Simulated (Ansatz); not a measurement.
# C₇H₁₈GeO₂: small, medium and large basis sets

An exercise on one series of results from a longer session: the logs are not shown, and one member is left open.

Program: Ansatz 0.2.0, Gaussian basis. Level of theory: one geometry, several basis sets. These are calculated values, not measurements.

Levels to be run: PBE0-D4/def2-SVP; ωB97M-V/def2-SVP; PBE0-D4/def2-QZVPP; ωB97M-V/def2-QZVPP; the functionals' def2-TZVPP values are taken from earlier runs.

**The geometry**

An earlier PBE0-D4 in a triple-zeta def2 set relaxation fixed the geometry.

SMILES `C[O][Ge]([CH3])([CH3])[O]C(C)(C)C`, 28 atoms, charge 0, spin multiplicity 1.

Atoms are counted from 1 here; the program's logs count them from 0.

Bond lengths: C1–O2 1.403 Å, C1–H11 1.093 Å, C1–H12 1.099 Å, C1–H13 1.099 Å, O2–Ge3 1.792 Å, Ge3–C4 1.948 Å, Ge3–C5 1.938 Å, Ge3–O6 1.767 Å, C4–H14 1.091 Å, C4–H15 1.090 Å, C4–H16 1.092 Å, C5–H17 1.091 Å, C5–H18 1.090 Å, C5–H19 1.091 Å, O6–C7 1.426 Å, C7–C8 1.521 Å, C7–C9 1.523 Å, C7–C10 1.523 Å and more. Angles: O2–C1–H11 108.4°, O2–C1–H12 112.5°, O2–C1–H13 112.4°, H11–C1–H12 107.7°, H11–C1–H13 107.6°, H12–C1–H13 108.0°, C1–O2–Ge3 119.1°, O2–Ge3–C4 108.9°, O2–Ge3–C5 110.3°, O2–Ge3–O6 106.0°, C4–Ge3–C5 114.1°, C4–Ge3–O6 112.4°, C5–Ge3–O6 104.6°, Ge3–C4–H14 109.3°, Ge3–C4–H15 110.7°, Ge3–C4–H16 110.6°, H14–C4–H15 108.8°, H14–C4–H16 108.4° and more.

The first run:

in.yaml reads:

```yaml
crystal:
  periodic: [false, false, false]
  atoms:
    - {symbol: C, position_ang: [-2.013266, -1.014981, -2.191110]}
    - {symbol: O, position_ang: [-0.849971, -0.808299, -1.434296]}
    - {symbol: Ge, position_ang: [-0.553852, 0.804978, -0.712899]}
    - {symbol: C, position_ang: [-2.106421, 1.318267, 0.344937]}
    - {symbol: C, position_ang: [-0.077098, 2.080871, -2.090992]}
    - {symbol: O, position_ang: [0.906399, 0.640605, 0.268164]}
    - {symbol: C, position_ang: [1.282317, -0.454152, 1.100960]}
    - {symbol: C, position_ang: [2.305552, 0.110983, 2.073787]}
    - {symbol: C, position_ang: [0.086044, -1.009365, 1.862168]}
    - {symbol: C, position_ang: [1.911323, -1.539696, 0.237354]}
    - {symbol: H, position_ang: [-2.025725, -2.055397, -2.526003]}
    - {symbol: H, position_ang: [-2.929197, -0.839111, -1.610284]}
    - {symbol: H, position_ang: [-2.050313, -0.376743, -3.084992]}
    - {symbol: H, position_ang: [-1.841708, 2.157523, 0.990132]}
    - {symbol: H, position_ang: [-2.440418, 0.488257, 0.967364]}
    - {symbol: H, position_ang: [-2.927490, 1.627410, -0.304502]}
    - {symbol: H, position_ang: [0.203977, 3.031363, -1.635211]}
    - {symbol: H, position_ang: [0.771584, 1.697857, -2.657838]}
    - {symbol: H, position_ang: [-0.913239, 2.252880, -2.770645]}
    - {symbol: H, position_ang: [2.689541, -0.670408, 2.733885]}
    - {symbol: H, position_ang: [1.854346, 0.894886, 2.686008]}
    - {symbol: H, position_ang: [3.142768, 0.545164, 1.523850]}
    - {symbol: H, position_ang: [-0.648843, -1.433435, 1.172963]}
    - {symbol: H, position_ang: [-0.389567, -0.224614, 2.455625]}
    - {symbol: H, position_ang: [0.401966, -1.804072, 2.541891]}
    - {symbol: H, position_ang: [1.183208, -1.922318, -0.479786]}
    - {symbol: H, position_ang: [2.759991, -1.129447, -0.314271]}
    - {symbol: H, position_ang: [2.268110, -2.369015, 0.853752]}
basis:
  gaussian: {orbitals: def2-SVP}
hamiltonian: {xc: pbe0, dispersion: d4}
output: {orbitals: {seedname: orbitals}}
```

Among the steps run: PBE0-D4 in def2-SVP; ωB97M-V in def2-SVP; PBE0-D4 in def2-QZVPP; ωB97M-V in def2-QZVPP.

One table of the session follows, with a row left open; its other results are not shown here.

It belongs to the step «Functionals by basis». 

| functional | basis | HOMO (eV) | LUMO (eV) |
| --- | --- | --- | --- |
| PBE0-D4 | def2-SVP | -7.22 | 1.28 |
| PBE0-D4 | def2-TZVPP | -7.31 | 0.75 |
| PBE0-D4 | def2-QZVPP | -7.33 | 0.35 |
| ωB97M-V | def2-SVP | -9.55 | 2.88 |
| ωB97M-V | def2-TZVPP | ? | ? |
| ωB97M-V | def2-QZVPP | -9.66 | 1.48 |

Estimate the missing values for ωB97M-V, def2-TZVPP.

The run gave: HOMO (eV): -9.64; LUMO (eV): 2.15. In the column «HOMO (eV)» it lies between ωB97M-V, def2-QZVPP (-9.66) and ωB97M-V, def2-SVP (-9.55).
